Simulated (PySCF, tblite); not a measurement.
# C6H10O4: geometry, infrared bands and NMR shifts

Wanted: the infrared bands and NMR shifts of C6H10O4 (`COC(=O)C(=O)OC(C)C`), by calculation.

The runs use tblite 0.8.0 and PySCF 2.14.0, with density-fitted response routines of our own; the level of theory stands in each step. All values are computed, except where a source is named. Atoms count from 0, in the outputs and in this text.

**1. The molecule as given**

20 atoms, charge 0, multiplicity 1; geometry from: force field or distance geometry start.

Bonds of the start (Å): C0–O1 1.42, O1–C2 1.37, C2–O3 1.29, C2–C4 1.47, C4–O5 1.27, C4–O6 1.38, O6–C7 1.41, C7–C8 1.52, C7–C9 1.51, C0–H10 1.10, C0–H11 1.12, C0–H12 1.12, C7–H13 1.11, C8–H14 1.11, C8–H15 1.12, C8–H16 1.10, C9–H17 1.11, C9–H18 1.10, C9–H19 1.09.

**2. Geometry optimisation with GFN2-xTB**

The job: settings as JSON, then the geometry in Å.

```
{"job": {"kind": "relax", "xc": "GFN2-xTB", "basis": "xTB"}, "charge": 0, "multiplicity": 1}
C      4.355300    -0.178500    -0.353100
O      3.053700    -0.714300    -0.200400
C      1.936500     0.082400    -0.242800
O      2.003200     1.353300    -0.453400
C      0.571900    -0.438000    -0.076400
O      0.398300    -1.682700     0.115700
O     -0.552400     0.363700    -0.142200
C     -1.866700    -0.111200     0.019000
C     -2.693500     0.074000    -1.239300
C     -2.580200     0.469300     1.216600
H      4.405100     0.871600    -0.034800
H      4.679200    -0.207800    -1.421500
H      5.094600    -0.819100     0.197100
H     -1.798700    -1.211900     0.176700
H     -2.282400     0.871500    -1.897900
H     -3.705300     0.390700    -0.873900
H     -2.756500    -0.905900    -1.735400
H     -2.857400    -0.378600     1.876500
H     -1.948300     1.170900     1.789900
H     -3.461600     1.011500     0.866900
```

Run with:

```console
$ OMP_NUM_THREADS=1 python probes_run.py task.json out
```

The driver reads the jobs from task.json and runs them one after another.

**Question.** This job is followed by: GFN2-xTB harmonic vibrations, gas phase; GIAO PBE0/pcSseg-1 NMR shielding, non-relativistic, gas phase. What will the session give for the following? strongest single infrared mode (GFN2-xTB); zero-point energy (GFN2-xTB); ¹³C shifts against TMS (PBE0/pcSseg-1, means over atoms taken as alike); ¹H shifts against TMS (PBE0/pcSseg-1, means over atoms taken as alike); ¹⁷O shifts against H2O (PBE0/pcSseg-1).

**Answer**, as computed:

```
                                                               quantity                               value
                              strongest single infrared mode (GFN2-xTB)               1773 cm⁻¹, 657 km/mol
                                           zero-point energy (GFN2-xTB)                       98.0 kcal/mol
¹³C shifts against TMS (PBE0/pcSseg-1, means over atoms taken as alike)  167.8, 165.8, 72.3, 54.5, 23.1 ppm
 ¹H shifts against TMS (PBE0/pcSseg-1, means over atoms taken as alike)                5.11, 4.01, 1.38 ppm
                                 ¹⁷O shifts against H2O (PBE0/pcSseg-1)      435.5, 429.4, 242.3, 192.6 ppm
```

In words: Relaxing lowered the energy by 1.504 eV in 174 steps; the close pair that moved most is C2–O3, from 1.290 to 1.201 Å. No mode is imaginary among the 54: a minimum at this level. The strongest single mode, at 1773 cm⁻¹, moves mainly C4 and O5. GFN2-xTB is a fitted tight-binding method: band positions and strengths are rough. Its intensities can rank the bands wrongly. H13 (hydrogen on an sp3 CH bonded to O) lies farthest downfield among hydrogen, at 5.11 ppm; its carbon carries O, an electronegative neighbour.
